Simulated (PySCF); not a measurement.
**YF3(NH3): other functionals and bases at one geometry**

The task here is to estimate one member of a computed series from the others.

Program: PySCF 2.14.0. Level of theory: several levels, as the steps say, no spin–orbit coupling. These are calculated values, not measurements.

1 further run of the same task is left out (for a known fault of the program).

## The starting structure

8 atoms, charge 0, spin multiplicity 1.

Bond lengths: Y1–F2 2.014 Å, Y1–F3 2.014 Å, Y1–F4 2.014 Å, Y1–N5 2.467 Å, N5–H6 1.022 Å, N5–H7 1.022 Å, N5–H8 1.022 Å. Angles: F2–Y1–F3 119.3°, F2–Y1–F4 119.3°, F2–Y1–N5 94.8°, F3–Y1–F4 119.3°, F3–Y1–N5 94.8°, F4–Y1–N5 94.8°, Y1–N5–H6 112.4°, Y1–N5–H7 112.4°, Y1–N5–H8 112.4°, H6–N5–H7 106.4°, H6–N5–H8 106.4°, H7–N5–H8 106.4°.

Geometry (Å):

```mol
F3H3NY
  3D, bonds by distance, orders not assigned

  8  7  0  0  0  0  0  0  0  0999 V2000
    0.1264   -0.1264    0.1264 Y   0  0
    1.0426    1.4160    1.0426 F   0  0
   -1.4160   -1.0426    1.0426 F   0  0
    1.0426   -1.0426   -1.4160 F   0  0
   -1.2978    1.2978   -1.2978 N   0  0
   -1.9082    1.9082   -0.7511 H   0  0
   -0.7511    1.9082   -1.9082 H   0  0
   -1.9082    0.7511   -1.9082 H   0  0
  1  2  8  0
  1  3  8  0
  1  4  8  0
  1  5  8  0
  5  6  8  0
  5  7  8  0
  5  8  8  0
M  END
```

Formal oxidation states: Y +3. An earlier session relaxed this geometry at PBE0, Y def2-SVP with ECP28, F def2-SVP, N def2-SVP, H def2-SVP (singlet, point group C3v).

At PBE0 on the finer grid: E = -394.077930 Eh, HOMO -9.53 eV, LUMO -0.78 eV, Mulliken charge on Y1 +1.08 e, largest force component 0.028 eV/Å. 

Levels to run: HF; TPSSh; PBE0, TZVP. Hardware: 2 threads of AMD EPYC 9R14 (Zen 4), shared host.

The first run:

run.py (the lines that set the calculation)

```python
mol = gto.M(atom='''
Y      0.12641    -0.12641     0.12641
F      1.04262     1.41604     1.04262
F     -1.41604    -1.04262     1.04262
F      1.04262    -1.04262    -1.41604
N     -1.29782     1.29782    -1.29782
H     -1.90818     1.90818    -0.75106
H     -0.75106     1.90818    -1.90818
H     -1.90818     0.75106    -1.90818''',
    basis={'Y': 'def2-SVP', 'F': 'def2-SVP', 'N': 'def2-SVP', 'H': 'def2-SVP'},
    ecp={'Y': 'def2-SVP'},
    charge=0, spin=0)
mf = scf.RHF(mol)
mf = mf.density_fit()  # fitting sets: Y def2-universal-JKFIT, F def2-universal-JKFIT, N def2-universal-JKFIT, H def2-universal-JKFIT
mf.conv_tol = 1e-08; mf.max_cycle = 55
mf.kernel(dm0)  # dm0: the density of the relaxed state
```

Started as:

```bash
$ OMP_NUM_THREADS=2 python run.py
```

Among the steps run: HF; TPSSh; PBE0, TZVP.

One table of the session follows, with a row left open; its other results are not shown here.

```
              level  HOMO (eV)  gap (eV)  charge on Y1 (e)  dipole (D)  largest force component (eV/Å)
PBE0 (relaxed here)      -9.53      8.76              1.08        5.12                            0.03
                 HF     -14.80     16.07              1.59        5.12                            0.54
              TPSSh      -8.43      7.42              1.03        5.07                            0.10
         PBE0, TZVP          ?         ?                 ?           ?                               ?
```

**Question.** Estimate the row for PBE0, TZVP.

The run gave: HOMO (eV): -9.75; gap (eV): 8.78; charge on Y1 (e): 1.49; dipole (D): 4.99; largest force component (eV/Å): 0.22. In the column «HOMO (eV)» it lies between HF (-14.80) and PBE0 (relaxed here) (-9.53).

In one basis the HOMO–LUMO gap runs from 7.42 eV (TPSSh) to 16.07 eV (HF). The largest leftover force, 0.54 eV/Å with HF, stands at a geometry relaxed at another level. Total energies of different levels can't be compared.
